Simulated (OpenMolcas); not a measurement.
# Co²⁺ among point charges: CASSCF and CASPT2 levels and susceptibility

How does a field of 6 point charges split the states of Co²⁺, and what χT follows?

Method: state-averaged CASSCF and CASPT2, spin-orbit coupling by RASSI with atomic mean-field integrals. Code: OpenMolcas 26.06.

## Step 1: What is computed

| Property | Result |
| --- | --- |
| Species | Co²⁺ (cobalt, Z = 27, 25 electrons) |
| Basis | ANO-RCC-VDZP [5s4p2d1f], 34 functions |
| Scalar Hamiltonian | DKH2, point nucleus |
| Inactive shells | 1s 2s 2p 3s 3p |
| Active space | 7 electrons in 5 orbitals (3d) |
| Some configurations of this space | 3d⁷ |
| Orbitals | optimised for each spin and parity, averaged over all roots |

The outer shells:

3d7
```
3d [↑↓][↑↓][↑ ][↑ ][↑ ]
```

The ion sits among 6 point charges of -1.5 e arranged as an octahedron (Oh), 2.1 Å from the ion.

Each step is its own input file, run in one work folder so that later steps find the files of earlier ones. Labels, J, g values, rates, χT and fits are worked out afterwards by a script from the matrices that RASSI stores. The input lists half of the charges; inversion (Group=XYZ) makes the rest.

## Step 2: One- and two-electron integrals

File a.inp:

```
&GATEWAY
Coord
1

Co 0.0 0.0 0.0
Basis=ANO-RCC-VDZP
Group=XYZ
NoMove
AngMom=0.0 0.0 0.0
AMFI
XField
3 Angstrom 0
2.100000 0.000000 0.000000 -1.500000
0.000000 2.100000 0.000000 -1.500000
0.000000 0.000000 2.100000 -1.500000
&SEWARD
```

Started as:

```sh
OMP_NUM_THREADS=1 MOLCAS_MEM=1689 MOLCAS_PROJECT=a pymolcas a.inp > a.log
```

Standard output:

```text
Basis set label: CO.ANO-RCC...5S4P2D1F.

      Electronic valence basis set:
      ------------------
      Associated Effective Charge  27.000000 au
      Associated Actual Charge     27.000000 au
      Nuclear Model: Point charge

      Shell  nPrim  nBasis  Cartesian Spherical Contaminant
         s      21       5        X
         p      15       4        X
         d      10       2                 X
         f       6       1                 X
                  Relativistic Douglas-Kroll-Hess integrals:
                    - DKH order of Hamiltonian: 2
                    - DKH order of Properties : 0
                  Atomic mean-field integrals
```

## Step 3: Reference wave functions, quartets of even parity, 10 roots

File a.inp:

```
&RASSCF
FileOrb=start.orb
Symmetry=1
Spin=4
nActEl=7 0 0
Inactive=3 6
Ras2=5 0
CIRoot=10 10 1
SDav=10
CIMx=300
Iter=120 100
PrWF=0.3
OrbListing=Nothing
MaxOrb=0
>>> COPY $Project.JobIph JOB001
```

Started as:

```sh
OMP_NUM_THREADS=1 MOLCAS_MEM=1689 MOLCAS_PROJECT=a pymolcas a.inp > a.log
```

start.orb holds the contracted functions of the basis, ordered by shell, or the orbitals of the step before.

Standard output (excerpt; [...] marks lines left out):

```text
[...]
      Number of active orbitals                  5
[...]
      Spin quantum number                      1.5
[...]
      Active orbitals                            5   0
[...]
      Number of CSFs                            10
      Number of root(s) required                10
[...]
      Convergence after 10 iterations
[...]
      Natural orbitals and occupation numbers for root  1
      sym 1:   1.925609   1.925609   1.000000   1.074391   1.074391
      Natural orbitals and occupation numbers for root  2
      sym 1:   1.143633   1.856367   1.000000   1.856367   1.143633
      Natural orbitals and occupation numbers for root  3
      sym 1:   1.923695   1.076305   1.076305   1.923695   1.000000
::    RASSCF root number  1 Total energy:  -1395.55559327
::    RASSCF root number  2 Total energy:  -1395.55559327
::    RASSCF root number  3 Total energy:  -1395.55559327
[...]
::    RASSCF root number  7 Total energy:  -1395.52863112
::    RASSCF root number  8 Total energy:  -1395.46182348
::    RASSCF root number  9 Total energy:  -1395.46182348
::    RASSCF root number 10 Total energy:  -1395.46182348
```

## Step 4: Reference wave functions, doublets of even parity, 40 roots

File a.inp:

```
&RASSCF
FileOrb=start.orb
Symmetry=1
Spin=2
nActEl=7 0 0
Inactive=3 6
Ras2=5 0
CIRoot=40 40 1
SDav=40
CIMx=300
Iter=120 100
PrWF=0.3
OrbListing=Nothing
MaxOrb=0
>>> COPY $Project.JobIph JOB002
```

Standard output (excerpt; [...] marks lines left out):

```text
[...]
      Number of active orbitals                  5
[...]
      Spin quantum number                      0.5
[...]
      Active orbitals                            5   0
[...]
      Number of CSFs                            40
      Number of root(s) required                40
[...]
      Convergence after  7 iterations
[...]
      Natural orbitals and occupation numbers for root  1
      sym 1:   1.837036   1.764369   0.467594   1.810059   1.120942
      Natural orbitals and occupation numbers for root  2
      sym 1:   1.843274   1.770606   1.120942   1.797584   0.467594
      Natural orbitals and occupation numbers for root  3
      sym 1:   1.617208   1.579438   1.385516   1.396410   1.021428
::    RASSCF root number  1 Total energy:  -1395.47076064
::    RASSCF root number  2 Total energy:  -1395.47076064
::    RASSCF root number  3 Total energy:  -1395.46505126
[...]
::    RASSCF root number 27 Total energy:  -1395.42005320
::    RASSCF root number 28 Total energy:  -1395.42005320
::    RASSCF root number 29 Total energy:  -1395.35065091
::    RASSCF root number 30 Total energy:  -1395.35065091
```

## Step 5: State interaction with spin-orbit coupling

File a.inp:

```
&RASSI
NrOfJobIphs=2 10 40
1 2 3 4 5 6 7 8 9 10
1 2 3 4 5 6 7 8 9 10 11 12 13 14 15 16 17 18 19 20 21 22 23 24 25 26 27
28 29 30 31 32 33 34 35 36 37 38 39 40
IphNames
JOB001
JOB002
EJob
SpinOrbit
DIPRint=1.0
SOCoupling=1000.0
Subsets=2
Property=9
'ANGMOM' 1 'ANGMOM' 2 'ANGMOM' 3 'MLTPL  1' 1 'MLTPL  1' 2 'MLTPL  1' 3
'AMFI' 1 'AMFI' 2 'AMFI' 3
SOProperty=3
'ANGMOM' 1 'ANGMOM' 2 'ANGMOM' 3
```

Standard output (excerpt; [...] marks lines left out):

```text
SPIN-FREE ENERGIES:
  (Shifted by EMIN (a.u.) =      -1395.5555932700)
 SF State       Relative EMIN(au)   Rel lowest level(eV)    D:o, cm**(-1)      L_eff
     1             0.0000000000        0.0000000000              0.0000         3.0
     2             0.0000000000        0.0000000000              0.0000         3.0
     3             0.0000000000        0.0000000000              0.0000         3.0
     4             0.0120826619        0.3287859785           2651.8378         3.0
     5             0.0120826619        0.3287859785           2651.8378         3.0
     6             0.0120826619        0.3287859785           2651.8378         3.0
     7             0.0269621541        0.7336775897           5917.5088         3.0
    11             0.0848326261        2.3084133563          18618.6094         4.0
    12             0.0848326261        2.3084133563          18618.6094         4.0
    13             0.0905420067        2.4637735161          19871.6735         4.0
[...]
Eigenvalues of complex Hamiltonian:
   -----------------------------------
  (Shifted by EMIN (a.u.) =      -1395.5555932700)
 SO State       Relative EMIN(au)   Rel lowest level(eV)    D:o, cm**(-1)     J-value
     1            -0.0033740799        0.0000000000              0.0000         3.5
     2            -0.0033740799        0.0000000000              0.0000         3.5
     3            -0.0018661193        0.0410336974            330.9591         3.3
     4            -0.0018661193        0.0410336974            330.9591         3.3
     5            -0.0018661193        0.0410336974            330.9591         3.1
     6            -0.0018661193        0.0410336974            330.9591         3.4
     7             0.0006929937        0.1106707116            892.6195         2.9
     8             0.0006929937        0.1106707116            892.6195         2.7
     9             0.0006929937        0.1106707116            892.6195         2.9
    10             0.0006929937        0.1106707116            892.6195         2.7
    11             0.0016098835        0.1356205531           1093.8535         2.4
[...]
```

Time for these steps: 10 s (1 thread, shared host).

Spin-free states, with their symmetry labels:

| state | degeneracy | E (cm-1) | free-ion L (%) |
| --- | --- | --- | --- |
| 4T1 | 3 | 0 | F (100) |
| 4T2 | 3 | 2652 | F (100) |
| 4A2 | 1 | 5918 | F (100) |
| 2E | 2 | 18619 | G (78) |
| 2T2 | 3 | 19872 | G (97) |
| 2T1 | 3 | 19913 | G (89) |
| 4T1 | 3 | 20580 | P (100) |
| 2A1 | 1 | 20948 | G (100) |
| 2T1 | 3 | 25580 | P (69) |
| 2T1 | 3 | 26229 | H (94) |
| 2T2 | 3 | 26635 | H (83) |
| 2E | 2 | 27177 | H (86) |
| 2T1 | 3 | 28854 | H (65) |
| 2E | 2 | 29186 | D (91) |
| 2T2 | 3 | 29748 | D (83) |
| 2T1 | 3 | 44980 | F (99) |
| 2T2 | 3 | 45059 | F (99) |
| 2A2 | 1 | 45529 | F (100) |
| 2E | 2 | 69544 | D (100) |
| 2T2 | 3 | 69728 | D (99) |

With spin-orbit coupling:

```tsv
E (cm-1)	Degeneracy	Label	2S+1	g
0.0	2	Γ6	4	4.70 4.70 4.70
331.0	4	Γ8	4	
892.6	4	Γ8	4	
1094	2	Γ7	4	0.42 0.42 0.42
3271	2	Γ6	4	2.70 2.70 2.70
3353	4	Γ8	4	
3485	4	Γ8	4	
3635	2	Γ7	4	2.42 2.42 2.42
6779	4	Γ8	4	
19186	4	Γ8	2	
20178	4	Γ8	2	
20803	2	Γ6	2	1.48 1.48 1.48
20822	4	Γ8	2	
20953	2	Γ7	2	0.12 0.12 0.12
21024	4	Γ8	4	
21077	2	Γ7	4	0.07 0.07 0.07
21296	4	Γ8	4	
21671	2	Γ6	4	1.95 1.95 1.95
21735	2	Γ6	2	1.02 1.02 1.02
26093	4	Γ8	2	
26656	2	Γ6	2	1.52 1.52 1.52
26841	2	Γ6	2	0.57 0.57 0.57
26914	4	Γ8	2	
27113	2	Γ7	2	3.54 3.54 3.54
```

Principal g values are given for doublets only; a zero marks a field direction without first-order Zeeman splitting.

Powder χT (cm³ K/mol): 2.09 at 2 K, 2.13 at 5 K, 2.19 at 10 K, 2.31 at 20 K, 2.68 at 50 K, 3.24 at 100 K, 3.64 at 150 K, 3.88 at 200 K, 4.02 at 250 K, 4.09 at 300 K.

A ligand-field fit to the states below 45000 cm-1 gives 10Dq = 2913 cm-1, B = 1229 cm-1 and C = 4525 cm-1 (C/B = 3.68), with a deviation of 132 cm-1.

Orbitals of the lowest block (energies include the constant potential of the surroundings):

| shell | space | energy (hartree) | mean occupation | ⟨r²⟩ (bohr²) |
| --- | --- | --- | --- | --- |
| 1s | inactive | -284.1951 | 2.000 | 0.00421 |
| 2s | inactive | -33.8904 | 2.000 | 0.0761 |
| 2p | inactive | -28.6633 | 6.000 | 0.0618 |
| 3s | inactive | -3.0728 | 2.000 | 0.693 |
| 3p | inactive | -1.4849 | 6.000 | 0.791 |
| 3d | RAS2 |  | 7.000 | 1.39 |

## Step 6: CASPT2: IPEA 0.25, imaginary shift 0.1 (closed shells correlated: 3s 3p)

File a.inp:

```
>>> COPY JOB001 $Project.JobIph
&CASPT2
Multistate=10 1 2 3 4 5 6 7 8 9 10
NoMult
Frozen=2 3
IPEA=0.25
Imaginary=0.1
MaxIter=60
WThr=0.0 0.3 0.05
PrWF=0.5
NoMix
>>> COPY JOB002 $Project.JobIph
&CASPT2
Multistate=40 1 2 3 4 5 6 7 8 9 10 11 12 13 14 15 16 17 18 19 20 21 22
23 24 25 26 27 28 29 30 31 32 33 34 35 36 37 38 39 40
NoMult
Frozen=2 3
IPEA=0.25
Imaginary=0.1
MaxIter=60
WThr=0.0 0.3 0.05
PrWF=0.5
NoMix
```

Standard output (excerpt; [...] marks lines left out):

```text
[...]
      Active orbitals                            5   0
[...]
      E2 (Variational):          -0.3930959498
      Total energy:           -1395.9486892198
[...]
::    CASPT2 Root  1     Total energy:  -1395.94868922
::    CASPT2 Root  2     Total energy:  -1395.94993078
[...]
::    CASPT2 Root 27     Total energy:  -1395.82675061
::    CASPT2 Root 28     Total energy:  -1395.82656318
::    CASPT2 Root 29     Total energy:  -1395.76567276
::    CASPT2 Root 30     Total energy:  -1395.76570797
```

This run took 3.2 s in all on 1 thread, shared host.

SS-CASPT2: lowest energy less the reference's lowest, -0.3935 hartree; reference weights 0.931 to 0.941.

States without spin-orbit coupling:

| state | degeneracy | E (cm-1) | free-ion L (%) |
| --- | --- | --- | --- |
| 4T1 | 3 | 0 | F (100) |
| 4T2 | 3 | 2672 | F (100) |
| 4A2 | 1 | 7601 | F (100) |
| 2E | 2 | 17166 | G (78) |
| 2T2 | 3 | 17885 | G (97) |
| 2T1 | 3 | 18016 | G (89) |
| 4T1 | 3 | 18198 | P (100) |
| 2A1 | 1 | 19137 | G (100) |
| 2T1 | 3 | 21482 | P (69) |
| 2T2 | 3 | 24575 | H (83) |
| 2T1 | 3 | 24686 | H (94) |
| 2E | 2 | 25937 | D (91) |
| 2E | 2 | 25998 | H (86) |
| 2T2 | 3 | 26873 | D (83) |
| 2T1 | 3 | 27405 | H (65) |
| 2T2 | 3 | 40172 | F (99) |
| 2T1 | 3 | 40257 | F (99) |
| 2A2 | 1 | 40770 | F (100) |
| 2T2 | 3 | 61932 | D (99) |
| 2E | 2 | 61997 | D (100) |

With spin-orbit coupling:

| E (cm-1) | Degeneracy | Label | 2S+1 | g |
| --- | --- | --- | --- | --- |
| 0 | 2 | Γ6 | 4 | 4.70 4.70 4.70 |
| 330 | 4 | Γ8 | 4 |  |
| 890 | 4 | Γ8 | 4 |  |
| 1100 | 2 | Γ7 | 4 | 0.43 0.43 0.43 |
| 3290 | 2 | Γ6 | 4 | 2.70 2.70 2.70 |
| 3400 | 4 | Γ8 | 4 |  |
| 3520 | 4 | Γ8 | 4 |  |
| 3660 | 2 | Γ7 | 4 | 2.42 2.42 2.42 |
| 8410 | 4 | Γ8 | 4 |  |
| 17650 | 4 | Γ8 | 2 |  |
| 18280 | 4 | Γ8 | 2 |  |
| 18620 | 2 | Γ7 | 4 | 2.55 2.55 2.55 |
| 18640 | 4 | Γ8 | 4 |  |
| 18800 | 4 | Γ8 | 4 |  |
| 18900 | 2 | Γ6 | 2 | 1.41 1.41 1.41 |
| 18960 | 4 | Γ8 | 2 |  |
| 19040 | 2 | Γ7 | 2 | 2.36 2.36 2.36 |
| 19290 | 2 | Γ6 | 4 | 2.62 2.62 2.62 |
| 19880 | 2 | Γ6 | 2 | 0.39 0.39 0.39 |
| 22180 | 4 | Γ8 | 2 |  |
| 22720 | 2 | Γ6 | 2 | 1.54 1.54 1.54 |
| 25060 | 2 | Γ7 | 2 | 3.54 3.54 3.54 |
| 25210 | 2 | Γ6 | 2 | 3.62 3.62 3.62 |
| 25380 | 4 | Γ8 | 2 |  |

Powder χT (cm³ K/mol): 2.09 at 2 K, 2.13 at 5 K, 2.19 at 10 K, 2.31 at 20 K, 2.67 at 50 K, 3.23 at 100 K, 3.64 at 150 K, 3.87 at 200 K, 4.01 at 250 K, 4.09 at 300 K.

A ligand-field fit to the states below 45000 cm-1 gives 10Dq = 3331 cm-1, B = 1060 cm-1 and C = 4159 cm-1 (C/B = 3.92), with a deviation of 572 cm-1.

## Step 7: The methods side by side

A. CASSCF
B. SS-CASPT2, IPEA 0.25, imaginary shift 0.1 (closed shells correlated: 3s 3p)

| method | ground state | first state of that spin (cm-1) | first gap with spin-orbit (cm-1) | χT at 300 K |
| --- | --- | --- | --- | --- |
| A | 4T1 | 4T2 2652 | 331.0 | 4.09 |
| B | 4T1 | 4T2 2672 | 331.8 | 4.09 |

## Step 8: Outcome

```
                                            quantity                                                                        value
                                              method  SS-CASPT2, IPEA 0.25, imaginary shift 0.1 (closed shells correlated: 3s 3p)
                              spin-free ground state                                              4T1, 3-fold in its orbital part
first state of the same spin within the active space                                                             4T2 at 2670 cm⁻¹
                                        lowest level                                              2-fold Γ6, g = 4.70, 4.70, 4.70
                                          next level                                                                   331.8 cm⁻¹
                                         χT at 300 K                                                               4.09 cm³ K/mol
                           effective moment at 300 K                                                                      5.72 μB
```

Cost by method:

| method | time of its own steps | time with the reference |
| --- | --- | --- |
| A. CASSCF | 10 s | 10 s |
| B. SS-CASPT2, IPEA 0.25, imaginary shift 0.1, +3s 3p | 3.2 s | 13 s |

Times are of one thread on a shared host.

In words: The spin-free ground state (4T1) comes to 100 % from free-ion F terms and keeps the highest spin of the shell. χT at 300 K is 4.09, against 1.88 cm³ K/mol for the spin alone, so orbital moment adds to it. An active space of the d shell alone favours high spin; real ions in strong fields can be low spin. A ligand-field fit to the states below 45000 cm-1 gives 10Dq = 3331 cm-1, B = 1060 cm-1 and C = 4159 cm-1 (C/B = 3.92), with a deviation of 572 cm-1. CASPT2 does not keep the components of a term degenerate, and the means are used. The field of point charges can differ much from that of real complexes. With metal d orbitals alone active, the gaps between spin states are rough; where two lie within a few thousand cm-1, their order is open. This is an electrostatic model: the charges have no orbitals.
